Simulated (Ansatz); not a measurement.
Crystal: Ge2Sb2Te5.

```xyz
9
Lattice="4.2941 0.0000 0.0000 -2.1470 3.7188 0.0000 0.0000 0.0000 17.1013" Properties=species:S:1:pos:R:3 pbc="T T T"
Te    2.1470    1.2396    7.1807
Te    0.0000    2.4792    9.9206
Te    0.0000    2.4792    3.4466
Te    2.1470    1.2396   13.6547
Te    0.0000    0.0000    0.0000
Sb    0.0000    0.0000    5.4736
Sb    0.0000    0.0000   11.6278
Ge    2.1470    1.2396    1.7596
Ge    0.0000    2.4792   15.3417
```

The cell comes from a database or a generator and needn't be the stable form of this composition.

Base run:

| Quantity | Value |
| --- | --- |
| Program | Ansatz 0.2.0 |
| Functional | PBE |
| Potentials or basis | Ansatz PAW |
| Cutoff | 420 eV (not typed: the program's choice for these potentials) |
| k mesh | 7 × 7 × 2 |
| Occupations | fermi-dirac, width 0.05 eV |
| Spin | no spin polarisation |

Its results: band gap on the k mesh 0.28 eV, direct; pressure 0.3 GPa; largest force 0.091 eV/Å.

Q: The run is repeated on the same cell with these changes: functional from PBE to RPBE. What comes out?

A: Band gap on the k mesh 0.27 eV, direct; pressure 1.7 GPa; largest force 0.094 eV/Å.

RPBE binds less tightly than PBE, so the same cell stands under more pressure.

Caveats: spin-orbit coupling is left out, which moves the levels of the heavy elements; the PAW data sets come from PBE, with cores solved anew for the run's functional, which leaves a small shift of forces and pressure (some runs).
